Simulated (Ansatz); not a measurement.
This script drives the Python package of Ansatz (0.2.0).

Script `run_methods.py`:
```python
"""One geometry of CH6OSn, method by method."""

from pathlib import Path

import ansatz
import numpy as np


def main() -> None:
    geometry_ang = [
        ("O", [-1.3406, 1.0495, -0.4896]),
        ("C", [-0.014, 0.859, -0.5317]),
        ("Sn", [0.4419, -0.8481, 0.6597]),
        ("H", [-1.7327, 0.3388, -0.9766]),
        ("H", [0.5182, 1.7399, -0.1364]),
        ("H", [0.3335, 0.7128, -1.5768]),
        ("H", [-0.3218, -2.2545, 0.0397]),
        ("H", [2.2435, -1.0964, 0.6316]),
        ("H", [-0.0396, -0.5472, 2.3632]),
    ]
    mol = ansatz.Crystal.molecule()
    for symbol, xyz in geometry_ang:
        mol = mol.atom(symbol, xyz)

    job = mol.calculation().basis(gaussian="def2-SVP")

    print("functional    E (Ha)        dipole (D)   HOMO (eV)  LUMO (eV)")
    for name in ["hse06", "cam_b3lyp", "b3lyp", "pbe", "r2scan", "lda"]:
        report = job.functional(name).forces().orbitals().run(threads=1, runs_dir="runs").report
        lines = Path(report["orbitals_path"]).read_text().splitlines()
        field_of = lambda key: [line.split("=")[1].strip() for line in lines if line.startswith(key)]
        orbitals = [(27.211386 * float(e), s, float(n)) for e, s, n in zip(field_of("Ene="), field_of("Spin="), field_of("Occup="))]
        homo = max(e for e, _, n in orbitals if n > 0.5)
        lumo = min(e for e, _, n in orbitals if n < 0.5)
        dipole = 4.803205 * np.linalg.norm(report["charge_distribution"]["dipole_moment_e_ang"])
        print(f"{name:10s} {report['free_energy_ev'] / 27.211386246:14.6f} {dipole:9.3f} {homo:11.3f} {lumo:10.3f}")


if __name__ == "__main__":
    main()
```

It is started by `python run_methods.py`. Estimate its wall time and peak memory on 1 thread of Arm Neoverse V2, with other jobs on the host.

It took about 21 s, with a peak of 0.25 GiB, for 6 runs of the engine.

```console
$ python run_methods.py
functional    E (Ha)        dipole (D)   HOMO (eV)  LUMO (eV)
hse06         -330.944858     1.495      -6.401      0.054
cam_b3lyp     -331.008420     1.472      -8.100      1.355
b3lyp         -331.154583     1.496      -6.553      0.165
pbe           -330.929599     1.527      -5.420     -0.398
r2scan        -331.090270     1.517      -5.727      0.007
lda           -329.790230     1.528      -5.527     -0.599
```

These settings explore the input space; basis and method may be short of convergence. The geometry is a force-field or estimated start, not a minimum of this method, and the basis set is short of its limit. A lower total doesn't mark the better method: functionals have no common bound, and MP2 and coupled cluster aren't variational. def2 sets replace the cores of elements past krypton by effective core potentials. b3lyp holds the VWN-RPA fit, as in Gaussian; the form of ORCA and Turbomole is b3lyp5. Levels such as HOMO and LUMO are orbital energies: with these approximate functionals they aren't the ionisation energy and electron affinity, and their gap isn't the fundamental gap. hse06 follows the composition of plane-wave codes, whose totals differ by tens of mHa, up to about 0.1 Ha, from the form usual in Gaussian-basis programs (wpbeh).
